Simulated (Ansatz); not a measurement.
**Bi2W: how well frozen cores do**

Aim: solve Bi2W at one geometry with full-potential LAPW, PAW with frozen cores and all-electron PAW on datasets made for the crystal, and see where they agree. The cell is first relaxed from a guess with PAW; it needn't be the stable phase of this composition.

Computed with Ansatz 0.2.0 (DFT PBE, scalar-relativistic, unless a step's input says otherwise).

**1. Starting point**

Symmetry: P-3m1, No. 164, trigonal system. The conventional cell has a = 4.165 Å, b = 4.165 Å, c = 6.664 Å, α = 90.00°, β = 90.00°, γ = 120.00°. W (site symmetry -3m) is surrounded by 6 Bi at 2.93 Å. Bi (site symmetry 3m) has 3 W at 2.93 Å as nearest neighbours.

Coordinates:

```xyz
3
Lattice="4.1650 0.0000 0.0000 -2.0825 3.6070 0.0000 0.0000 0.0000 6.6640" Properties=species:S:1:pos:R:3 pbc="T T T"
W     0.0000    0.0000    0.0000
Bi    0.0000    2.4047    1.6660
Bi    2.0825    1.2023    4.9980
```

Atoms are numbered in the order of the input: W1, Bi2, Bi3.

**2. Cell and atoms relaxed first**

input.yaml

```yaml
crystal:
  lattice:
    - [4.1649823397, 0.0, 0.0]
    - [-2.0824911699, 3.6069805125, 0.0]
    - [0.0, 0.0, 6.6639717436]
  atoms:
    - { symbol: W, position: [0.0, 0.0, 0.0] }
    - { symbol: Bi, position: [0.3333333333, 0.6666666667, 0.25] }
    - { symbol: Bi, position: [0.6666666667, 0.3333333333, 0.75] }
kpoints:
  mp_grid: { grid: [9, 9, 5] }
scf:
  occupations: { method: fermi_dirac, width: 0.03 }
hamiltonian:
  xc: pbe
  pseudopotentials: { kind: paw }
output:
  forces: true
  stress: true
relax:
  f_tol: 0.005
  max_steps: 80
  cell: {}
```

Launch:

```sh
$ ansatz run input.yaml --threads 1 --pin off --max-ram 3072MiB --backend cpu --events-out ev --progress --plain --runs-dir out
```

After this run come: Full-potential LAPW; PAW with frozen cores; All-electron PAW on datasets made for the crystal.

Q: Predict the outcome of this session. Wanted: pressure; gap; largest force; Bader charges; highest ELF.

The runs gave:

```
           quantity                                               value
           pressure      LAPW 0.03, PAW 0.00, crystal datasets 0.03 GPa
         gap (LAPW)                                                none
      largest force  LAPW 0.004, PAW 0.000, crystal datasets 0.004 eV/Å
Bader charges (PAW)                               W1 +0.12, Bi2 -0.06 e
  highest ELF (PAW)                                0.67, 1.47 Å from Bi
```

**Reading.** The pressure is within half a GPa of zero, so the volume is close to equilibrium at this level. Bands reach the Fermi level, so no gap opens at this level of theory, which can close a small real gap. Spin-orbit coupling is left out of this run, though the cell holds Bi; it can open or close small gaps. Within 0.3 eV of the Fermi level the largest projected share is W 5d (70 %). The projection holds only the free atom's occupied shells (W 6s, W 5d, Bi 6s, Bi 6p in this range). The field gradient at Bi2, the largest by crystal datasets, is -58.61 by PAW and -58.84 by crystal datasets (10²¹ V/m²), within 5 %. No spin–orbit coupling: at heavy atoms the gradients can be off by tens of per cent for that reason. In pressure, PAW differs from LAPW by -0.03 GPa. LAPW took about 3 times as long as PAW (1.8 min against 32 s, on a shared host and with the outputs that each input asks for).
